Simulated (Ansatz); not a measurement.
Crystal: RuSe.

```xyz
4
Lattice="5.3552 2.6776 2.6776 2.6776 5.3552 2.6776 2.6776 2.6776 5.3552" Properties=species:S:1:pos:R:3 pbc="T T T"
Ru    2.6776    2.6776    2.6776
Ru    8.0328    8.0328    8.0328
Se    0.0000    0.0000    0.0000
Se    5.3552    5.3552    5.3552
```

The cell comes from a database or a generator and needn't be the stable form of this composition.

The cell isn't the ideal one: another cell of the same crystal, with 4 atoms.

Base run:

```yaml
Program: Ansatz 0.2.0
Functional: LDA
Potentials_or_basis: Ansatz PAW
Cutoff: "420 eV (not typed: the program's choice for these potentials)"
k_mesh: 6 × 6 × 6
Occupations: gaussian, width 0.05 eV
Spin: collinear spin, ferrimagnetic start
Starting_moments: "[1.0, -0.5, 0.0, 0.0] μB"
```

Its results: band gap on the k mesh none (metal or under the smearing width); pressure -19.5 GPa; net moment 1.95 μB per cell; site moments Ru +0.81; Se +0.05 μB.

Q: The run is repeated on the same cell with these changes: hubbard terms from none to Ru d U = 2 eV; hubbard projectors from none to ortho-atomic (the default). What comes out?

A: Band gap on the k mesh none (metal or under the smearing width); pressure -19.9 GPa; net moment 0.09 μB per cell; site moments Ru +0.03; Se +0.01 μB.

Caveats: the PAW data sets come from PBE, with cores solved anew for the run's functional, which leaves a small shift of forces and pressure; the starting moments weren't kept; so large a pressure means that the cell lies far from this level's equilibrium, or that cutoff or potentials fall short (some runs); the magnetic or orbital state may not be the lowest (some runs).
